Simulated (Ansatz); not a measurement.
# GeC+ (quartet): wave-function methods side by side at distance Ge1–C2 = 1.543 Å, cc-pVDZ

Aim: climb from Hartree-Fock through coupled cluster and multireference methods for GeC+ (quartet) at one geometry and basis, and see what each rung misses.

Method: cc-pVDZ, core rule «outside noble gas», up to 15 orbitals frozen; program: Ansatz 0.2.0, Gaussian basis.

The runs, in order: UHF; CCSD(T) on ROHF; CCSD(T) on UHF; BCCD(T) on ROHF; CISD; CCSDT(Q) on ROHF; CCSDT(Q) on UHF; CASSCF and MRCISD+Q, 5 electrons in 5 orbitals; CASSCF and NEVPT2, 5 electrons in 5 orbitals; CASSCF and MRCISD+Q, 7 electrons in 8 orbitals; CASSCF and NEVPT2, 7 electrons in 8 orbitals; Full CI.

15 further runs of the same task are left out: 11 that didn't finish, 4 set aside as unsound or not needed.

## (1) What is computed

The geometry derives from a PBE0/def2-TZVP stationary point (not a proven minimum). One bond is set to the value named and the two fragments are kept rigid. No spin-orbit coupling is included. The filled d shell of Ge may be among the frozen orbitals whatever the setting's name suggests; the logs give the count.

2 atoms, charge 1, spin multiplicity 4.

Atoms are counted from 1 here; the program's logs count them from 0.

Bond lengths: Ge1–C2 1.543 Å.

## (2) UHF

Input file in.yaml:

```yaml
crystal:
  periodic: [false, false, false]
  atoms:
    - {symbol: Ge, position_ang: [0.000000, 0.000000, 0.000000]}
    - {symbol: C, position_ang: [0.000000, 0.000000, 1.543000]}
basis:
  gaussian: {orbitals: cc-pVDZ}
total_charge: 1
magnetization: {spin_polarized: true, initial_magnetization: 3}
hamiltonian: {xc: hf}
output: {orbitals: {seedname: orbitals}}
```

Run with:

```
$ ansatz run in.yaml --threads 1 --pin off --events-out ev --progress --plain --max-ram 2393MiB
```

The runs that follow: CCSD(T) on ROHF; CCSD(T) on UHF; BCCD(T) on ROHF; CISD; CCSDT(Q) on ROHF; CCSDT(Q) on UHF; CASSCF and MRCISD+Q, 5 electrons in 5 orbitals; CASSCF and NEVPT2, 5 electrons in 5 orbitals; CASSCF and MRCISD+Q, 7 electrons in 8 orbitals; CASSCF and NEVPT2, 7 electrons in 8 orbitals; Full CI.

Q: Predict the results of all the runs planned. Wanted: FCI below the RHF energy; RMP2 from FCI; UMP2 from FCI; RCCSD from FCI; RCCSD(T) from FCI; UCCSD(T) from FCI; RCCSDT(Q) from FCI; UCCSDT(Q) from FCI; NEVPT2 pair from FCI.

**Answer**, as computed:

| quantity | value |
| --- | --- |
| FCI below the RHF energy | -3.8120 eV |
| RMP2 from FCI | +23.89 kcal/mol |
| UMP2 from FCI | +23.63 kcal/mol |
| RCCSD from FCI | +3.70 kcal/mol |
| RCCSD(T) from FCI | +0.99 kcal/mol |
| UCCSD(T) from FCI | +0.87 kcal/mol |
| RCCSDT(Q) from FCI | +0.01 kcal/mol |
| UCCSDT(Q) from FCI | -0.12 kcal/mol |
| NEVPT2 pair from FCI | +22.91 kcal/mol |
| MRCISD+Q pair from FCI | +3.13 kcal/mol |
| NEVPT2 valence from FCI | +11.88 kcal/mol |
| levels within 1 kcal/mol (43 meV) | RCCSD(T), UCCSD(T), BCCD(T), RCCSDT, UCCSDT, RCCSDT(Q), UCCSDT(Q), MRCISD+Q valence |
| T1 diagnostic | 0.053 |
| effectively unpaired electrons | 3.06 |

What this shows: RCCSD(T) lands +0.99 kcal/mol from the yardstick (1.1 % of the correlation energy). UCCSDT(Q) falls below full CI: unrestricted runs freeze a spin-polarised core, another one than full CI's, and coupled cluster isn't variational. The occupations are near whole numbers, but T1 = 0.053 shows that the orbitals relax strongly. Of the multireference levels listed MRCISD+Q valence comes nearest in total energy (+0.16 kcal/mol), which doesn't show that its space is the better one. These misses are within one basis, not against nature; the frozen cores of restricted and unrestricted runs differ, which can shift their rows.
